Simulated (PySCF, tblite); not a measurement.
# C₃H₆AlF₂N: geometry, infrared bands and NMR shifts

Wanted: the infrared bands and NMR shifts of C₃H₆AlF₂N (`FCCC#[N+][AlH2-][F]`), by calculation.

Programs: tblite 0.8.0 and PySCF 2.14.0, with density-fitted response routines of our own. Each step states its level of theory. These are calculated values for one molecule in the gas phase, unless marked as measured. Atoms count from 0, in the outputs and in this text.

**1. Starting geometry**

13 atoms, charge 0, multiplicity 1; geometry from: force field or distance geometry start.

Bonds of the start (Å): F0–C1 1.40, C1–C2 1.52, C2–C3 1.48, C3–N4 1.16, N4–Al5 1.87, Al5–F6 1.80, C1–H7 1.12, C1–H8 1.10, C2–H9 1.10, C2–H10 1.11, Al5–H11 1.59, Al5–H12 1.60.

**2. Relaxing the molecule with GFN2-xTB**

What the job is given:

```
{"job": {"kind": "relax", "xc": "GFN2-xTB", "basis": "xTB"}, "charge": 0, "multiplicity": 1}
F      3.564400     0.035300     0.784000
C      2.205200     0.360600     0.774900
C      1.441300    -0.719400     0.034000
C     -0.000100    -0.390000     0.010100
N     -1.129700    -0.147500     0.017000
Al    -2.955000     0.262300    -0.006200
F     -3.223600     1.808300     0.881100
H      1.862800     0.424300     1.840700
H      2.080300     1.341600     0.296600
H      1.793600    -0.778500    -1.011600
H      1.576600    -1.702500     0.520200
H     -3.451700     0.418000    -1.510900
H     -3.768500    -0.912100     0.716800
```

Run with:

```console
$ OMP_NUM_THREADS=1 python probes_run.py task.json out
```

This one command runs all jobs of the session in turn.

**Question.** This job is followed by: GFN2-xTB harmonic vibrations, gas phase; GIAO PBE0/pcSseg-1 NMR shielding, non-relativistic, gas phase. Predict these results of the whole session: strongest single infrared mode (GFN2-xTB); zero-point energy (GFN2-xTB); ¹³C shifts against TMS (PBE0/pcSseg-1); ¹H shifts against TMS (PBE0/pcSseg-1, means over atoms taken as alike); ¹⁹F shifts against CFCl3 (PBE0/pcSseg-1); ¹⁵N shifts against NH3 (PBE0/pcSseg-1); ²⁷Al shifts against AlH4- (PBE0/pcSseg-1).

As calculated:

| quantity | value |
| --- | --- |
| strongest single infrared mode (GFN2-xTB) | 628 cm⁻¹, 568 km/mol |
| zero-point energy (GFN2-xTB) | 50.7 kcal/mol |
| ¹³C shifts against TMS (PBE0/pcSseg-1) | 137.6, 82.1, 19.2 ppm |
| ¹H shifts against TMS (PBE0/pcSseg-1, means over atoms taken as alike) | 5.35, 3.93, 3.07 ppm |
| ¹⁹F shifts against CFCl3 (PBE0/pcSseg-1) | -183.9, -242.5 ppm |
| ¹⁵N shifts against NH3 (PBE0/pcSseg-1) | 257.5 ppm |
| ²⁷Al shifts against AlH4- (PBE0/pcSseg-1) | 51.9 ppm |

What this shows: The optimisation took 76 steps and gained 0.698 eV; among the close pairs (by a distance rule), N4–Al5 changed most, from 1.871 to 2.030 Å. The lowest mode is slightly imaginary (4i cm⁻¹), a soft motion within the noise of the Hessian, so the minimum is not strictly shown. The strongest single mode, at 628 cm⁻¹, moves mainly H11 and H12. GFN2-xTB is a fitted tight-binding method: band positions and strengths are rough. Its intensities can rank the bands wrongly. The most deshielded hydrogen is H7, H8 (mean) (hydrogen on an sp3 CH2 bonded to F), at 5.35 ppm: its carbon carries F, an electronegative neighbour. At PBE0/pcSseg-1: The largest span, 455 ppm, is at N4, where the paramagnetic term is -328 ppm.
